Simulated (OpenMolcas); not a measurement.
# ZrO2 (zirconia): BPW91/ANO-RCC-VDZP (sfX2C)

What is the vertical singlet–triplet gap of ZrO2 (zirconia) at BPW91/ANO-RCC-VDZP (sfX2C)? 

The calculation is run with OpenMolcas 26.06.

## Step 1: The system as given

ZrO2: 3 atoms, total charge 0, spin state singlet. As SMILES, `[O]=[Zr]=[O]`. The shape is that of a PBE0-D4/def2-TZVP optimisation.

Bond lengths: O1–Zr2 1.761 Å, Zr2–O3 1.761 Å. Angles: O1–Zr2–O3 107.9°.

## Step 2: Energy and forces at BPW91/ANO-RCC-VDZP (sfX2C)

mol.xyz reads:

```xyz
3

O      0.654500     1.252500     0.388400
Zr     0.348500    -0.481700     0.351800
O     -1.003000    -0.770800    -0.740100
```

job.inp reads:

```
&GATEWAY
Coord = mol.xyz
Basis = ANO-RCC-VDZP
Group = NoSym
RX2C
&SEWARD
Expert
&SCF
KSDFT = 2
1.0 GGA_X_B88
1.0 GGA_C_PW91
PrOrbitals = 1 1
&ALASKA
```

Started as:

```sh
$ export MOLCAS_MEM=1860
$ pymolcas job.inp > job.log
```

The log of the run:

```text
--- Start Module: gateway ---
[...]
--- Stop Module: gateway /rc=_RC_ALL_IS_WELL_ ---
[...]
 ###    WARNING:  EXPERT option is ON!                                       ###
 ###############################################################################
               SEWARD will generate:
[...]
      Basis functions           71
[...]
--- Start Module: scf ---
[...]
       Convergence after  17 Iterations
[...]
::    Total KS-DFT energy                           -3749.3399291860
[...]
      Total spin, S                                     0.0000000000
[...]
      Total electronic charge=   56.000000
      Total            charge=   -0.000000
[...]
      Dipole Moment (debye):
      Origin of the operator (angstrom)=    0.2113   -0.2921    0.2133
                   X=  3.7141E+00               Y= -5.1337E+00               Z=  3.7489E+00           Total=  7.3622E+00
      Quadrupole Moment (debye*angstrom):
[...]
--- Stop Module: scf /rc=_RC_ALL_IS_WELL_ ---
[...]
--- Start Module: alaska ---
[...]
 *              Molecular gradients               *
 **************************************************
  Irreducible representation: a
 ------------------------------------------------------------------------------------------
                              X                       Y                       Z
 ------------------------------------------------------------------------------------------
  O1               -6.34490616949535E-04   -1.31379263356948E-02    1.12847419947171E-03
  ZR2              -9.50734684183629E-03    1.31289500792811E-02   -9.59492483293900E-03
  O3                1.01418374587752E-02    8.97625630624788E-06    8.46645063346330E-03
 ------------------------------------------------------------------------------------------
--- Stop Module: alaska /rc=_RC_ALL_IS_WELL_ ---
[...]
```

Wall time 43 s (1 thread of Intel Xeon 6975P-C (Granite Rapids), shared host); peak memory 0.49 GiB.

## Step 3: The triplet

mol.xyz is that of step 2.

job.inp reads:

```
&GATEWAY
COORD=mol.xyz
BASIS=ANO-RCC-VDZP
GROUP=NoSym
RX2C
&SEWARD
EXPERT
&SCF
UHF
SPIN=3
KSDFT=2
1.0 GGA_X_B88
1.0 GGA_C_PW91
PRORBITALS=1 1
&ALASKA
```

Started as:

```sh
$ export MOLCAS_MEM=1860
$ pymolcas job.inp > job.log
```

The log of the run:

```text
--- Start Module: gateway ---
[...]
--- Stop Module: gateway /rc=_RC_ALL_IS_WELL_ ---
[...]
 ###    WARNING:  EXPERT option is ON!                                       ###
 ###############################################################################
               SEWARD will generate:
[...]
      Basis functions           71
[...]
--- Start Module: scf ---
[...]
       Convergence after  21 Iterations
[...]
::    Total KS-DFT energy                           -3749.2633377551
[...]
      Total spin, S                                     1.0024993532
[...]
      Total electronic charge=   56.000000
      Total            charge=   -0.000000
[...]
      Dipole Moment (debye):
      Origin of the operator (angstrom)=    0.2113   -0.2921    0.2133
                   X=  1.7378E+00               Y= -2.4019E+00               Z=  1.7541E+00           Total=  3.4447E+00
      Quadrupole Moment (debye*angstrom):
[...]
--- Stop Module: scf /rc=_RC_ALL_IS_WELL_ ---
[...]
--- Start Module: alaska ---
[...]
 *              Molecular gradients               *
 **************************************************
  Irreducible representation: a
 ------------------------------------------------------------------------------------------
                              X                       Y                       Z
 ------------------------------------------------------------------------------------------
  O1               -6.24180713259204E-03   -4.75354422723413E-02    7.88362942845566E-04
  ZR2              -3.06753854112607E-02    4.23914495677202E-02   -3.09618663115998E-02
  O3                3.69171925438252E-02    5.14399270466992E-03    3.01735033687045E-02
 ------------------------------------------------------------------------------------------
--- Stop Module: alaska /rc=_RC_ALL_IS_WELL_ ---
[...]
```

It took 44 s on 1 thread of Intel Xeon 6975P-C (Granite Rapids), shared host; peak memory 0.49 GiB.

## Step 4: What came out

Level: BPW91/ANO-RCC-VDZP (sfX2C).

| quantity | value |
| --- | --- |
| singlet: total energy | -3749.33993 Eh |
| singlet: dipole moment | 7.36 D |
| singlet: HOMO energy | -5.36 eV |
| singlet: LUMO energy | -3.33 eV |
| singlet: HOMO–LUMO gap | 2.03 eV |
| singlet: largest force on an atom | 0.969 eV/Å |
| triplet: total energy | -3749.26334 Eh |
| triplet: dipole moment | 3.44 D |
| triplet: HOMO energy (highest over α and β) | -4.37 eV |
| triplet: ⟨S²⟩ | 2.008 |
| triplet: largest force on an atom | 3.126 eV/Å |
| vertical energy of the triplet above the singlet | 2.084 eV |

In words: At this shape the triplet lies 2.08 eV (201 kJ/mol) above the singlet. The largest force (singlet) is 0.97 eV/Å: the shape isn't a stationary point for this species at this level. Mulliken charges (triplet) run from -0.41 on O1 to +0.83 on Zr2; they depend strongly on the basis.
